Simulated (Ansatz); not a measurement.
# TiPt3: further runs on the relaxed cell

Aim: for TiPt3, relax it again with other functionals.

Computed with Ansatz 0.2.0 (DFT PBE, scalar-relativistic, plane waves, PAW, unless a step's input says otherwise).

2 further runs of the same task are left out: 2 set aside as unsound or not needed.

### 1 The structure to begin with

The structure is cubic, space group Pm-3m (No. 221). The conventional cell has a = 3.948 Å, b = 3.948 Å, c = 3.948 Å, α = 90.00°, β = 90.00°, γ = 90.00°. Ti (site symmetry m-3m) is surrounded by 12 Pt at 2.79 Å. Pt (site symmetry 4/mmm) has 4 Ti at 2.79 Å and 8 Pt at 2.79 Å as nearest neighbours.

As a file:

```cif
data_structure
_symmetry_space_group_name_H-M 'P 1'
_symmetry_Int_Tables_number 1
_cell_length_a 3.9482
_cell_length_b 3.9482
_cell_length_c 3.9482
_cell_angle_alpha 90.000
_cell_angle_beta 90.000
_cell_angle_gamma 90.000
_cell_volume 61.54
loop_
_atom_site_label
_atom_site_type_symbol
_atom_site_fract_x
_atom_site_fract_y
_atom_site_fract_z
_atom_site_occupancy
Ti1 Ti 0.00000 0.00000 0.00000 1
Pt1 Pt 0.00000 0.50000 0.50000 1
Pt2 Pt 0.50000 0.00000 0.50000 1
Pt3 Pt 0.50000 0.50000 0.00000 1
```

This cell was relaxed beforehand with the same method: volume 15.39 Å³/atom, gap on the mesh none (metal).

### 2 Relaxing with PBEsol

The input, input.yaml:

```yaml
crystal:
  lattice:
    - [3.9481842883, 0.0, 0.0]
    - [0.0, 3.9481842883, 0.0]
    - [0.0, 0.0, 3.9481842883]
  atoms:
    - { symbol: Ti, position: [0.0, 0.0, 0.0] }
    - { symbol: Pt, position: [0.0, 0.5, 0.5] }
    - { symbol: Pt, position: [0.5, 0.0, 0.5] }
    - { symbol: Pt, position: [0.5, 0.5, 0.0] }
basis:
  ecutwfc: 420
kpoints:
  mp_grid: { grid: [10, 10, 10] }
hamiltonian:
  xc: pbesol
scf:
  occupations: { method: gaussian, width: 0.1 }
output:
  forces: true
  stress: true
  eigenvalues: true
relax:
  adjacent_minimum: "off"
  f_tol: 0.005
  max_steps: 50
  cell: { stress_tol: 0.05 }
```

On the command line:

```bash
ansatz run input.yaml --threads 1 --pin off --max-ram 2560MiB --backend cpu --events-out ev --progress --plain --runs-dir out
```

### 3 Relaxing with PBE+D3(BJ)

Edit input.yaml of step 2 so:

```diff
@@ -15,3 +15,4 @@
 hamiltonian:
-  xc: pbesol
+  xc: pbe
+  dispersion: d3bj
 scf:
```

### 4 The cell under LDA

Edit input.yaml of step 3 so:

```diff
@@ -15,4 +15,3 @@
 hamiltonian:
-  xc: pbe
-  dispersion: d3bj
+  xc: lda
 scf:
```

### 5 The cell under r2SCAN

Edit input.yaml of step 4 so:

```diff
@@ -11,3 +11,3 @@
 basis:
-  ecutwfc: 420
+  ecutwfc: 500
 kpoints:
@@ -15,3 +15,3 @@
 hamiltonian:
-  xc: lda
+  xc: r2scan
 scf:
```

(Steps that only read results are left out.)

Q: Predict the outcome of this session.

The runs gave:

The volumes rise in the order LDA, PBEsol, PBE+D3(BJ), r2SCAN, PBE, over 5.9 %. PBEsol comes nearest to the reported cell (+0.2 %). Spin-orbit coupling is left out for Pt.
